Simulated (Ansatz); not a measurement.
# Si4Bi: the cost of one run

Method: DFT PBE, scalar-relativistic, plane waves, PAW, in Ansatz 0.2.0.

### Step 1. The structure to begin with

The structure is triclinic, space group P-1 (No. 2). Conventional cell: a = 3.792 Å, b = 4.637 Å, c = 5.971 Å, α = 75.12°, β = 71.57°, γ = 89.90°. Around Si (site symmetry 1) lie 4 Si at 2.64 to 2.80 Å and 2 Bi at 2.65 to 2.69 Å. Si (site symmetry 1) is surrounded by 1 Bi at 2.63 Å and 4 Si at 2.64 to 2.68 Å. Bi (site symmetry -1) is surrounded by 6 Si at 2.63 to 2.69 Å.

Coordinates:

```
Si Bi
1.0
     3.79157    0.00000    0.00000
     0.00798    4.63698    0.00000
     1.88741    1.53004    5.45432
Si Bi
4 1
Direct
  0.88885 0.60728 0.70806
  0.29268 0.20660 0.88891
  0.70732 0.79340 0.11109
  0.11115 0.39272 0.29194
  0.50000 0.00000 0.50000
```

A structure generator made this guess: 5-, 6-connected net, elements by coordination (P-1, No. 2). Its size is a rough estimate.

### Step 2. A first look at the guess

Contents of input.yaml:

```yaml
crystal:
  lattice:
    - [3.79157127, 0.0, 0.0]
    - [0.00798162, 4.63698476, 0.0]
    - [1.88741442, 1.53003523, 5.45432033]
  atoms:
    - { symbol: Si, position: [0.88885403, 0.60727602, 0.708058] }
    - { symbol: Si, position: [0.29268199, 0.206604, 0.88891202] }
    - { symbol: Si, position: [0.70731801, 0.793396, 0.11108798] }
    - { symbol: Si, position: [0.11114597, 0.39272398, 0.291942] }
    - { symbol: Bi, position: [0.5, 0.0, 0.5] }
basis:
  ecutwfc: 420
kpoints:
  mp_grid: { grid: [6, 4, 4] }
hamiltonian:
  xc: pbe
scf:
  occupations: { method: gaussian, width: 0.1 }
  lower_state_search: "off"
output:
  forces: true
  stress: true
  eigenvalues: true
```

On the command line:

```console
$ ansatz run input.yaml --threads 1 --pin off --max-ram 2560MiB --backend cpu --events-out ev --progress --plain --runs-dir out
```

Q: Estimate wall time and peak memory on 1 thread of Arm Neoverse V2, shared host.

About 4.9 s, with a peak of 0.38 GiB.
